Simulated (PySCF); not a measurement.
# AsPb+: from the state search to spectroscopic constants

The task here is to estimate one member of a computed series from the others.

Method: As cc-pVDZ-PP with ECP10, Pb cc-pVDZ-PP with ECP60, scalar-relativistic core potentials; program: PySCF 2.14.0.

The first run:

A driver script around PySCF takes these settings:

| Property | Result |
| --- | --- |
| atoms | As, Pb |
| charge | 1 |
| basis | As cc-pVDZ-PP with ECP10, Pb cc-pVDZ-PP with ECP60 |
| Hamiltonian | scalar-relativistic core potentials |
| basis functions | 46 |
| electrons treated | 44 |
| masses in u | 74.9216, 207.9766 |
| levels | PBE0, PBE, r²SCAN, PW91, LDA, M06-2X, ωB97X, HF, MP2, SCS-MP2, CCSD, CCSD(T) |
| grid | 80 radial by 434 angular points |
| occupations | held fixed by the projection of orbital angular momentum |
| dissociation limit | As + Pb+, each in its ground configuration |
| starting distance in angstrom | 2.670 |
| values of 2S to try | 0, 2, 4 |

On the command line:

```sh
$ OMP_NUM_THREADS=1 python dia.py task.json out
```

Among the steps run: Input; The PBE0 curve of the state that the search chose; Higher solutions at PBE0; PBE (GGA); r²SCAN (meta-GGA); PW91; LDA; M06-2X (hybrid meta-GGA); ωB97X (range-separated hybrid); UHF; Adding correlation.

One of the session's tables, all rows but one given; the rest of the session is left out.

Energy (eV) from each level's lowest point:

| R (Å) | UHF | UHF-MP2 | UHF-SCS-MP2 | UHF-CCSD | UHF-CCSD(T) |
| --- | --- | --- | --- | --- | --- |
| 2.327 | 0.975 | 0.939 | 0.983 | n/a | n/a |
| 2.435 | 0.442 | 0.410 | 0.443 | 0.469 | 0.482 |
| 2.544 | 0.148 | 0.124 | 0.145 | 0.162 | 0.170 |
| 2.625 | 0.040 | 0.025 | 0.036 | 0.046 | 0.049 |
| 2.706 | 0.000 | 0.000 | 0.000 | 0.000 | 0.000 |
| 2.787 | 0.009 | 0.032 | 0.021 | 0.007 | 0.004 |
| 2.895 | ? | ? | ? | ? | ? |
| 3.031 | 0.150 | 0.375 | 0.345 | 0.214 | 0.210 |
| 3.193 | 0.230 | 0.621 | 0.586 | 0.423 | 0.423 |
| 3.410 | 0.298 | 0.843 | 0.801 | n/a | n/a |

Estimate the missing values for R (Å) = 2.895.

Worked estimate for «UHF». A straight line through the neighbours (2.787, 0.009) and (3.031, 0.150) gives 0.009 + (0.150 − 0.009) × (2.895 − 2.787) / (3.031 − 2.787) = 0.071; a parabola fitted to 4 rows on both sides gives 0.072.

**Answer.** UHF: 0.064; UHF-MP2: 0.150; UHF-SCS-MP2: 0.127; UHF-CCSD: 0.073; UHF-CCSD(T): 0.069. In «UHF» the line misses by +0.007 and the parabola by +0.008.

State 3 has its PBE0 minimum 0.74 eV higher. The other levels ran on the lowest alone.
